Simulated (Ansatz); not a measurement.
Crystal: CoCl2O2.

```
Co Cl O
1.0
     3.58087   -3.92695    0.00000
     3.58087    3.92695    0.00000
    -0.42040    0.00000    3.45761
Co Cl O
1 2 2
Cartesian
  0.0000 0.0000 0.0000
  5.3026 0.0000 1.4797
  1.4388 0.0000 1.9780
  3.5809 -2.2921 0.0000
  3.5809 2.2921 0.0000
```

The cell comes from a database or a generator and needn't be the stable form of this composition.

Base run:

| Quantity | Value |
| --- | --- |
| Program | Ansatz 0.2.0 |
| Functional | PBE |
| Potentials or basis | Ansatz PAW |
| Cutoff | 420 eV (not typed: the program's choice for these potentials) |
| k mesh | 4 × 4 × 7 |
| Occupations | fermi-dirac, width 0.05 eV |
| Spin | collinear spin, ferromagnetic start |
| Starting moments | [4.0, 0.0, 0.0, 0.0, 0.0] μB |
| Fixed moment | 4 μB |

Its results: pressure 3.0 GPa; site moments Co +1.34; Cl +0.22; O +0.75 μB; largest force 2.492 eV/Å.

**Question.** After a change of settings the same cell gave: pressure 1.3 GPa; site moments Co +1.15; Cl +0.21; O +0.45 μB; largest force 1.148 eV/Å. Which change was it?
A. fixed moment from 4 μB to 1 μB; moments at the start from [4.0, 0.0, 0.0, 0.0, 0.0] to [1.0, 0.0, 0.0, 0.0, 0.0]
B. fixed moment from 4 μB to 3 μB; moments at the start from [4.0, 0.0, 0.0, 0.0, 0.0] to [3.0, 0.0, 0.0, 0.0, 0.0]
C. fixed moment from 4 μB to 2 μB; moments at the start from [4.0, 0.0, 0.0, 0.0, 0.0] to [2.0, 0.0, 0.0, 0.0, 0.0]
D. fixed moment from 4 μB to 1.5 μB; moments at the start from [4.0, 0.0, 0.0, 0.0, 0.0] to [1.5, 0.0, 0.0, 0.0, 0.0]

**Answer.** B.

Caveats: the total moment is fixed, so each spin has its own Fermi level; a cell with one magnetic atom can't hold antiferromagnetic order, which such compounds often take; forces of over 1 eV/Å show positions far from the minimum, so gaps and moduli don't describe the material at rest; the thresholds are loose for stress.
